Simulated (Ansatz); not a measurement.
**CH5ClOSSi: up Jacob's ladder to CCSD(T)**

How much do the methods differ for CH5ClOSSi? The plan is to run it at one geometry with functionals of several rungs and with coupled cluster. The yardstick is the atomisation energy at the CCSD(T) limit.

Program: Ansatz 0.2.0, Gaussian basis. Level of theory: functionals in def2-TZVPP, the program's frozen cores in correlated methods. These are calculated values, not measurements.

Levels to be run: PBE-D4, r2SCAN-D4, PBE0-D4, B3LYP-D4, ωB97X-V, ωB97M-V, B2PLYP; CCSD(T)/def2-TZVPP; MP2/def2-QZVPP; extrapolation to the limit.

## (1) Structure used throughout

The geometry comes from an earlier relaxation with PBE0-D4 in a triple-zeta def2 set; it is a stationary point, not always the lowest conformer.

SMILES `C[Si](O)(S)Cl`, 10 atoms, charge 0, spin multiplicity 1.

Atoms are counted from 1 here; the program's logs count them from 0.

Bond lengths: C1–Si2 1.844 Å, C1–H6 1.092 Å, C1–H7 1.091 Å, C1–H8 1.092 Å, Si2–O3 1.634 Å, Si2–S4 2.132 Å, Si2–Cl5 2.058 Å, O3–H9 0.959 Å, S4–H10 1.345 Å. Angles: Si2–C1–H6 109.9°, Si2–C1–H7 110.5°, Si2–C1–H8 110.3°, H6–C1–H7 108.9°, H6–C1–H8 108.5°, H7–C1–H8 108.7°, C1–Si2–O3 106.6°, C1–Si2–S4 114.7°, C1–Si2–Cl5 110.2°, O3–Si2–S4 111.8°, O3–Si2–Cl5 110.7°, S4–Si2–Cl5 102.8°, Si2–O3–H9 117.2°, Si2–S4–H10 93.2°.

Geometry (Å):

```
C    -1.2696    0.5735   -0.0015
Si    0.5249    0.1502   -0.0180
O     0.8233   -0.5678   -1.4552
S     1.1697   -1.0533    1.6191
Cl    1.6589    1.8544    0.1944
H    -1.5088    1.2148   -0.8528
H    -1.5295    1.0965    0.9198
H    -1.8736   -0.3342   -0.0717
H     1.7106   -0.9017   -1.6028
H     0.3772   -2.0835    1.2714
```

## (2) PBE-D4 (GGA)

in.yaml

```yaml
crystal:
  periodic: [false, false, false]
  atoms:
    - {symbol: C, position_ang: [-1.269650, 0.573477, -0.001495]}
    - {symbol: Si, position_ang: [0.524871, 0.150203, -0.017963]}
    - {symbol: O, position_ang: [0.823338, -0.567811, -1.455210]}
    - {symbol: S, position_ang: [1.169727, -1.053261, 1.619147]}
    - {symbol: Cl, position_ang: [1.658874, 1.854364, 0.194434]}
    - {symbol: H, position_ang: [-1.508770, 1.214814, -0.852760]}
    - {symbol: H, position_ang: [-1.529525, 1.096544, 0.919794]}
    - {symbol: H, position_ang: [-1.873600, -0.334157, -0.071682]}
    - {symbol: H, position_ang: [1.710621, -0.901719, -1.602759]}
    - {symbol: H, position_ang: [0.377214, -2.083455, 1.271394]}
basis:
  gaussian: {orbitals: def2-TZVPP}
hamiltonian: {xc: pbe, dispersion: d4}
output: {forces: true, orbitals: {seedname: orbitals}}
```

Command:

```console
$ ansatz run in.yaml --threads 4 --pin off --events-out ev --progress --plain --max-ram 10444MiB
```

Further steps of the session: r2SCAN-D4 (meta-GGA); PBE0-D4 (hybrid); B3LYP-D4 (hybrid); ωB97X-V (range-separated); ωB97M-V (range-separated); B2PLYP (double hybrid); CCSD(T) in def2-TZVPP; MP2 in def2-QZVPP.

**Question.** What will the summary of the whole plan be? Wanted: atomisation energy, CCSD(T)/CBS; farthest; mean size of error, hybrid; mean size of error, range-separated; gap, smallest and largest; T1 diagnostic; triples share of the correlation energy.

**Answer**, as computed:

| quantity | value |
| --- | --- |
| atomisation energy, CCSD(T)/CBS | 877.2 kcal/mol |
| functionals within 4.4 kcal/mol (0.5 %) | r2SCAN-D4, ωB97X-V, ωB97M-V |
| farthest | B2PLYP (-16.6 kcal/mol) |
| mean size of error, hybrid | 6.6 kcal/mol |
| mean size of error, range-separated | 2.0 kcal/mol |
| gap, smallest and largest | 5.91 eV (PBE-D4), 12.46 eV (ωB97X-V) |
| T1 diagnostic | 0.0104 |
| triples share of the correlation energy | 4.0 % |

PBE-D4 is off by +7.9 kcal/mol. Double hybrids carry the basis error of their MP2 part in triple zeta, and no dispersion term here, so their miss is partly the set-up's. The reference freezes the cores and leaves out relativity and excitations past (T), so misses under about 4.4 kcal/mol can't be ranked. Hartree-Fock recovers 73 % of the binding; the rest is correlation. The gap grows from 5.9 to 12.5 eV across the functionals, mostly with the share of exact exchange.
